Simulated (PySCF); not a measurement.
# CH7ClSi2: the cost of one run

Programs: PySCF 2.14.0, with density-fitted response routines of our own. Each step states its level of theory. These are calculated values for one molecule in the gas phase, unless marked as measured. Atoms count from 0, in the outputs and in this text.

## 1. Starting geometry

11 atoms, charge 0, multiplicity 1; geometry from: GFN2-xTB. The atoms were then displaced at random by about 0.01 Å, so the start is not that level's minimum.

Bonds of the start (Å): C0–Si1 1.88, Si1–Si2 2.31, Si2–Cl3 2.07, C0–H4 1.11, C0–H5 1.07, C0–H6 1.09, Si1–H7 1.46, Si1–H8 1.45, Si2–H9 1.49, Si2–H10 1.46.

## 2. Geometry optimisation at PBE0-D3(BJ)/def2-SVP

What the job is given:

```
{"job": {"xc": "PBE0", "basis": "def2-SVP", "d3": "d3bj", "grid": 1, "shake": 0.01, "kind": "geom"}, "charge": 0, "multiplicity": 1}
C     -1.631040     0.111840     0.599740
Si    -0.323700    -0.626630    -0.526310
Si     1.684140     0.439670    -0.144870
Cl     3.282280    -0.829920    -0.477130
H     -1.738910     1.201820     0.424450
H     -1.432680    -0.014390     1.644980
H     -2.615840    -0.302710     0.400130
H     -0.268660    -2.064220    -0.274920
H     -0.760770    -0.458280    -1.900230
H      1.897440     0.929540     1.241700
H      1.945850     1.587470    -1.003200
```

Started as:

```
$ OMP_NUM_THREADS=1 python probes_run.py task.json out
```

The driver reads the jobs from task.json and runs them one after another.

**Question.** How long does this first job take on 1 thread of Arm Neoverse N1, shared host, and how much memory does it need?

About 82 s, with a peak of 0.42 GiB.
